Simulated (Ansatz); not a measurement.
BH7N2OSi, SMILES N[SiH2]B(N)O, a rigid torsion scan

Program: Ansatz 0.2.0, Python API.

Interactive session:
```pycon
>>> import warnings
>>> import ansatz as az
>>> from ase import Atoms
>>> BASIS_SET = "cc-pVDZ"
>>> FUNCTIONAL = "pbe"
>>> FORCE_TOL = 0.02
>>> warnings.simplefilter("ignore", az.DeckWarning)
>>> atoms = Atoms(["N", "Si", "B", "N", "O", "H", "H", "H", "H", "H", "H", "H"], positions=[
...     (-2.0472, 0.3216, -0.0034),
...     (-0.687, -0.0176, 1.0147),
...     (0.9143, 0.0566, -0.061),
...     (1.2122, -0.8559, -1.2489),
...     (1.9974, 0.9999, 0.2914),
...     (-2.1047, -0.3174, -0.7919),
...     (-1.8845, 1.3003, -0.4461),
...     (-0.557, 0.9841, 2.0998),
...     (-0.8348, -1.3461, 1.623),
...     (1.2042, -0.2551, -2.0671),
...     (0.267, -1.4475, -1.3338),
...     (2.597, 0.522, 0.9573),
... ])
>>> # relax first, so that the scan starts from a minimum
>>> first = (
...     az.Crystal.molecule_from_ase(atoms).calculation()
...     .basis(gaussian=BASIS_SET)
...     .functional(FUNCTIONAL)
...     .relax(force_tolerance=FORCE_TOL, max_steps=80)
... )
>>> atoms.positions = first.run().report["positions_ang"]
>>> start = atoms.get_dihedral(1, 2, 4, 11)
>>> energies = {}
>>> for turn in range(0, 360, 40):
...     turned = atoms.copy()
...     turned.set_dihedral(1, 2, 4, 11, start + turn, indices=[4, 11])
...     calculation = az.Crystal.molecule_from_ase(turned).calculation()
...     calculation = calculation.basis(gaussian=BASIS_SET).functional(FUNCTIONAL)
...     energies[round((start + turn) % 360)] = calculation.run().report["free_energy_ev"]
...
>>> floor = min(energies.values())
>>> print("dihedral Si1-B2-O4-H11 (deg)   E - E(min) (eV)")
dihedral Si1-B2-O4-H11 (deg)   E - E(min) (eV)
>>> for angle, e in sorted(energies.items()):
...     print(f"{angle:8d} {(e - floor):14.3f}  " + "#" * int(30 * (e - floor) / max(max(energies.values()) - floor, 1e-9)))
...
      40          0.137  ##########
      80          0.375  #############################
     120          0.359  ############################
     160          0.175  #############
     200          0.175  #############
     240          0.359  ############################
     280          0.377  ##############################
     320          0.138  ##########
     360          0.000
```

The lowest point is at 360° and the highest at 280°, 0.377 eV (36.4 kJ/mol) above it, with the rest of the molecule held.

The scan is rigid and the energies are electronic, in a modest basis. With rigid groups the curve can differ much from the relaxed path, the start wasn't checked as a minimum of this torsion, and equivalent turns needn't return to the same energy. Wall time of the script: 3.1 min on 1 thread of Arm Neoverse V1 (shared host), peak memory 0.23 GiB.
